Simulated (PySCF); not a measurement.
# C2H6BClSi: the cost of one run

Programs: PySCF 2.14.0, with routines of our own; each step states its level. All values are computed. Atoms count from 0.

## 1. The system as given

11 atoms, charge 0, multiplicity 1; geometry from: GFN2-xTB.

## 2. Circular dichroism and optical rotation: TDDFT LC-wPBE/def2-SVPD

Job settings and geometry (Å):

```
{"job": {"kind": "ecd", "xc": "LC-wPBE", "basis": "def2-SVPD", "nstates": 16}, "charge": 0, "multiplicity": 1}
B      2.101419    -0.270098    -0.049683
Si     0.444449     0.296919     0.696757
C     -1.005503     0.791277    -0.465355
C     -1.205826    -0.556022     0.139972
Cl    -1.182394    -1.936871    -0.949985
H      3.100258    -0.137076     0.545760
H      2.161989    -0.754288    -1.113058
H      0.126931     0.873065     2.010897
H     -0.815431     0.809414    -1.527853
H     -1.705892     1.555421    -0.161797
H     -2.014577    -0.669071     0.848382
```

Level: TDDFT LC-wPBE/def2-SVPD circular dichroism and optical rotation, one conformer, gas phase.

Started as:

```console
> OMP_NUM_THREADS=1 python excited_run.py task.json out
```

One launch serves the whole session: the jobs run in the order shown.

**Question.** How long does this job take on 1 thread of Arm Neoverse V1, shared host, and how much memory does it need?

About 44 s, with a peak of 0.67 GiB.
